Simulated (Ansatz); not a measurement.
# C2H6S2Si: small, medium and large basis sets

An exercise on one series of results from a longer session: the logs are not shown, and one member is left open.

The runs use Ansatz 0.2.0, Gaussian basis; one geometry, several basis sets.

The runs, in order: PBE0-D4/def2-SVP; ωB97M-V/def2-SVP; PBE0-D4/def2-QZVPP; ωB97M-V/def2-QZVPP; CCSD(T)/cc-pV(D+d)Z; CCSD(T)/cc-pV(T+d)Z; MP2/cc-pV(Q+d)Z; the functionals' def2-TZVPP values are taken from earlier runs.

1 further run of the same task is left out (it didn't finish).

## Structure used throughout

The geometry comes from an earlier relaxation with PBE0-D4 in a triple-zeta def2 set; it is a stationary point, not always the lowest conformer.

SMILES `CS[Si]SC`, 11 atoms, charge 0, spin multiplicity 1.

Atoms are counted from 1 here; the program's logs count them from 0.

Bond lengths: C1–S2 1.815 Å, C1–H6 1.090 Å, C1–H7 1.088 Å, C1–H8 1.089 Å, S2–Si3 2.136 Å, Si3–S4 2.136 Å, S4–C5 1.815 Å, C5–H9 1.090 Å, C5–H10 1.089 Å, C5–H11 1.088 Å. Angles: S2–C1–H6 106.3°, S2–C1–H7 110.4°, S2–C1–H8 111.3°, H6–C1–H7 109.3°, H6–C1–H8 109.1°, H7–C1–H8 110.3°, C1–S2–Si3 113.5°, S2–Si3–S4 108.4°, Si3–S4–C5 113.5°, S4–C5–H9 106.3°, S4–C5–H10 111.3°, S4–C5–H11 110.4°, H9–C5–H10 109.1°, H9–C5–H11 109.3°, H10–C5–H11 110.3°.

Set-up of the first run:

in.yaml reads:

```yaml
crystal:
  periodic: [false, false, false]
  atoms:
    - {symbol: C, position_ang: [-0.824155, -0.175218, 1.395612]}
    - {symbol: S, position_ang: [0.795540, -0.892116, 1.791633]}
    - {symbol: Si, position_ang: [1.747752, -1.819762, 0.119330]}
    - {symbol: S, position_ang: [0.971802, -0.946971, -1.669508]}
    - {symbol: C, position_ang: [0.301107, 0.722161, -1.427961]}
    - {symbol: H, position_ang: [-1.467580, -0.381787, 2.250684]}
    - {symbol: H, position_ang: [-1.242475, -0.647671, 0.509351]}
    - {symbol: H, position_ang: [-0.754757, 0.901665, 1.252903]}
    - {symbol: H, position_ang: [0.589773, 1.298136, -2.307017]}
    - {symbol: H, position_ang: [-0.784716, 0.704144, -1.353668]}
    - {symbol: H, position_ang: [0.733008, 1.180619, -0.540860]}
basis:
  gaussian: {orbitals: def2-SVP}
hamiltonian: {xc: pbe0, dispersion: d4}
output: {orbitals: {seedname: orbitals}}
```

Launch:

```sh
ansatz run in.yaml --threads 2 --pin off --events-out ev --progress --plain --max-ram 32768MiB --backend cpu
```

Among the steps run: PBE0-D4 in def2-SVP; ωB97M-V in def2-SVP; PBE0-D4 in def2-QZVPP; ωB97M-V in def2-QZVPP.

One table of the session follows, with a row left open; its other results are not shown here.

| functional | basis | HOMO (eV) | LUMO (eV) |
| --- | --- | --- | --- |
| PBE0-D4 | def2-SVP | -6.52 | -2.01 |
| PBE0-D4 | def2-TZVPP | -6.54 | -2.06 |
| PBE0-D4 | def2-QZVPP | -6.57 | -2.09 |
| ωB97M-V | def2-SVP | -8.51 | -0.01 |
| ωB97M-V | def2-TZVPP | ? | ? |
| ωB97M-V | def2-QZVPP | -8.61 | -0.21 |

Estimate the missing values for ωB97M-V, def2-TZVPP.

The run gave: HOMO (eV): -8.58; LUMO (eV): -0.13. In the column «HOMO (eV)» it lies between ωB97M-V, def2-QZVPP (-8.61) and ωB97M-V, def2-SVP (-8.51).
